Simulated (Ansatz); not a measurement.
**PBE/def2-SVP run of AlSiH3Cl2 (SMILES [SiH3][Al]([Cl])[Cl])**

What is the vertical singlet–triplet gap of AlSiH3Cl2 at PBE/def2-SVP? 

The calculation is run with Ansatz 0.2.0.

45 further runs of the same task are left out: 45 set aside as unsound or not needed. Runs told in other sessions of the task aren't counted.

### 1 The system as given

The species is AlSiH3Cl2 (7 atoms), meant as a singlet with charge 0. SMILES: `[SiH3][Al]([Cl])[Cl]`. Geometry: relaxed at PBE0-D4/def2-TZVP.

Bond lengths: Si1–Al2 2.433 Å, Al2–Cl3 2.091 Å, Al2–Cl4 2.091 Å, Si1–H5 1.486 Å, Si1–H6 1.488 Å, Si1–H7 1.488 Å. Angles: Si1–Al2–Cl3 120.8°, Si1–Al2–Cl4 122.3°, Cl3–Al2–Cl4 117.0°, Al2–Si1–H5 111.1°, Al2–Si1–H6 109.7°, Al2–Si1–H7 109.5°, H5–Si1–H6 109.1°, H5–Si1–H7 109.0°, H6–Si1–H7 108.3°.

### 2 The energy at PBE/def2-SVP

File run.yaml:

```yaml
crystal:
  periodic: [false, false, false]
  atoms:
    - {symbol: Si, position_ang: [-0.434800, 0.999700, -0.278300]}
    - {symbol: Al, position_ang: [0.497800, -1.172400, 0.296300]}
    - {symbol: Cl, position_ang: [2.290200, -1.318600, 1.363300]}
    - {symbol: Cl, position_ang: [-0.432100, -2.964700, -0.245300]}
    - {symbol: H, position_ang: [-1.709600, 0.853800, -1.028500]}
    - {symbol: H, position_ang: [-0.687900, 1.781100, 0.962600]}
    - {symbol: H, position_ang: [0.537600, 1.753200, -1.115800]}
basis:
  gaussian: {orbitals: def2-SVP}
hamiltonian: {xc: pbe}
accuracy: high
output: {orbitals: {seedname: orbitals}}
```

Command:

```console
$ ansatz run run.yaml --threads 1 --pin off --max-ram 2610MiB --events-out events.jsonl --progress --plain --runs-dir runs
```

Output:

```text
Warning: RAYON_NUM_THREADS=1 ignored (pool sized by the plan → 1); use --threads N
Functional definition: PBE
  name "PBE"
  parameter kappa = 0.804
  parameter beta = 0.06672455060314922
  exchange = pbe_x(kappa = kappa, mu = beta*pi^2/3)
  correlation = pbe_c(beta = beta)
1713 factors; integrals over basis functions are off by at most 5.6e-9 eV
mean field evaluation 1: about -39540.2712 eV, gradient 2.0e1 eV
mean field evaluation 2: about -39540.0435 eV, gradient 2.3e1 eV
mean field evaluation 4: about -39541.6572 eV, gradient 9.7e-1 eV
mean field evaluation 8: about -39541.6562 eV, gradient 1.4e-2 eV
mean field evaluation 16: about -39541.6562 eV, gradient 4.1e-6 eV
mean field -39541.65616535 eV, -1453.1290617795 hartree, gradient 4.2e-8 eV, S^2 0.000000; 0 other end points of the search recorded, 0 dependent functions left out
reference -39541.65616898 eV, -1453.1290619126 hartree; 32, 32 occupied and 55, 55 virtual orbitals, 1713 factors
Total energy: -39541.65616898 eV, -1453.1290619126 hartree
```

It took 6.3 s on 1 thread of Arm Neoverse V2, shared host; peak memory 0.21 GiB.

### 3 The triplet

File in.yaml:

```yaml
crystal:
  periodic: [false, false, false]
  atoms:
    - symbol: Si
      position_ang: [-0.434800, 0.999700, -0.278300]
    - symbol: Al
      position_ang: [0.497800, -1.172400, 0.296300]
    - symbol: Cl
      position_ang: [2.290200, -1.318600, 1.363300]
    - symbol: Cl
      position_ang: [-0.432100, -2.964700, -0.245300]
    - symbol: H
      position_ang: [-1.709600, 0.853800, -1.028500]
    - symbol: H
      position_ang: [-0.687900, 1.781100, 0.962600]
    - symbol: H
      position_ang: [0.537600, 1.753200, -1.115800]
basis:
  gaussian: {orbitals: def2-SVP}
hamiltonian: {xc: {name: PBE}}
output: {orbitals: {seedname: orbitals}}
accuracy: high
magnetization: {spin_polarized: true, initial_magnetization: 2}
```

Command:

```console
$ ansatz run in.yaml --threads 1 --pin off --max-ram 2610MiB --events-out events.jsonl --progress --plain --runs-dir runs
```

Output (excerpt; [...] marks lines left out):

```text
Warning: RAYON_NUM_THREADS=1 ignored (pool sized by the plan → 1); use --threads N
[... 6 set-up lines as earlier in the session ...]
1713 factors; integrals over basis functions are off by at most 5.6e-9 eV
mean field evaluation 1: about -39536.2844 eV, gradient 1.1e1 eV
mean field evaluation 2: about -39536.4499 eV, gradient 9.3e0 eV
mean field evaluation 4: about -39537.2886 eV, gradient 2.0e0 eV
mean field evaluation 8: about -39537.3187 eV, gradient 2.5e-1 eV
mean field evaluation 16: about -39537.3192 eV, gradient 5.0e-5 eV
mean field evaluation 32: about -39533.5287 eV, gradient 1.2e1 eV
mean field evaluation 64: about -39537.0289 eV, gradient 1.8e0 eV
mean field -39537.31922962 eV, -1452.9696823312 hartree, gradient 2.6e-8 eV, S^2 2.002416; 6 other end points of the search recorded, 0 dependent functions left out
reference -39537.31923336 eV, -1452.9696824686 hartree; 33, 31 occupied and 54, 56 virtual orbitals, 1713 factors
Total energy: -39537.31923336 eV, -1452.9696824686 hartree
```

It took 18 s on 1 thread of Arm Neoverse V2, shared host; peak memory 0.28 GiB.

### 4 What came out

At PBE/def2-SVP:

| quantity | value |
| --- | --- |
| singlet: total energy | -1453.12906 Eh |
| singlet: HOMO energy | -7.11 eV |
| singlet: LUMO energy | -2.44 eV |
| singlet: HOMO–LUMO gap | 4.67 eV |
| triplet: total energy | -1452.96968 Eh |
| triplet: HOMO energy (highest over α and β) | -3.05 eV |
| triplet: ⟨S²⟩ | 2.002 |
| vertical energy of the triplet above the singlet | 4.337 eV |

At this shape the triplet lies 4.34 eV (418 kJ/mol) above the singlet.
